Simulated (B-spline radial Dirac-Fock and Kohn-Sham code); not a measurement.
**Inner shells of Tc⁴⁺**

What does theory give for technetium as Tc⁴⁺? The session works out the binding energy of each subshell, the widths and yields of its core holes and its two-hole states.

Program: B-spline radial Dirac-Fock and Kohn-Sham code, version 3. Model: a free atom or ion on a radial basis; each step names its model. All values are calculated, but those marked as tabulated.

## (1) What is computed

Tc⁴⁺ in the configuration 1s2 2s2 2p6 3s2 3p6 3d10 4s2 4p6 4d3, inside a Watson sphere of charge -4 and radius 3 Å (a model of the Madelung potential; inside it an electron's potential energy is raised by 19.2 eV).

| Property | Result |
| --- | --- |
| nuclear charge | 43 |
| electrons | 39 |
| mass number | 97 |
| nuclear rms radius | 4.4112 fm |

Outer shells as boxes (Hund's rule, for the drawing alone; heavy ions are jj-coupled, and the calculation averages over the configuration):

```
[Kr] core
4d [↑ ][↑ ][↑ ][  ][  ]
```

## (2) Hole states by ΔSCF

Model: Dirac-Fock average of configuration, Delta-SCF, finite nucleus, first-order Breit with its frequency dependence, self-energy and vacuum polarisation.

Settings, as recorded:

```ini
task = binding
Z = 43
charge = 4
configuration = 1s2 2s2 2p6 3s2 3p6 3d10 4s2 4p6 4d3
mass_number = 97
rms_radius = 4.4112  # fm
watson_charge = -4  # e
watson_radius = 3.0  # A
```

## (3) Decay of the holes

Model: independent-particle rates: relativistic LDA orbitals of the hole state, multipoles to L = 3 (length form), Coulomb Auger matrix elements with a Latter-tail continuum; energies from Dirac-Fock.

Recorded inputs:

```ini
task = decay
holes = ["K", "L1", "L2", "L3", "M1", "M2", "M3", "M4", "M5", "N1", "N2", "N3"]
```

## (4) Two holes

Model: Dirac-Fock average of configuration, Delta-SCF, finite nucleus, first-order Breit with its frequency dependence, self-energy and vacuum polarisation; two-hole levels by intermediate coupling within the shell, Auger rates as independent-particle Coulomb matrix elements.

The run's settings:

```ini
task = double
```

Q: Predict the outcome of this session. Wanted: deepest level listed, K; least bound, N4,5; Kα1; K hole: width, yield; largest U, K K; Kα hypersatellite shift; strongest line of K-L123.

As calculated:

| quantity | value |
| --- | --- |
| deepest level listed, K (1s) | 21088.5 eV |
| least bound, N4,5 (4d) | 36.10 eV |
| Kα1 | 18365.2 eV |
| K hole: width, yield | 4.80 eV, 0.779 |
| its lifetime | 0.137 fs |
| its strongest line | Kα1 (K-L3), 18365.2 eV |
| largest U, K K | 667.3 eV |
| Kα hypersatellite shift | +487.6 eV |
| strongest line of K-L123 | L2L3, J = 2, 15395.4 eV |

In words: The K (1s) level lies 56.5 eV under Koopmans' value by relaxation alone; Breit gives -39.16 and QED -19.56 eV. With a yield of 0.78, X-ray emission is the main way out for the K hole, in 0.14 fs. Coster-Kronig decay rules L1, M1, M2, M3 and N1, where this model's widths can be far from the measured ones. U runs from 38.86 eV (M2 M3) to 667.3 eV (K K). An empty K shell moves Kα up by 488 eV. In the K-L123 Auger group the L2L3 J = 2 line carries 45 % of the rate. The Hartree-Fock and Dirac-Fock values hold no electron correlation.
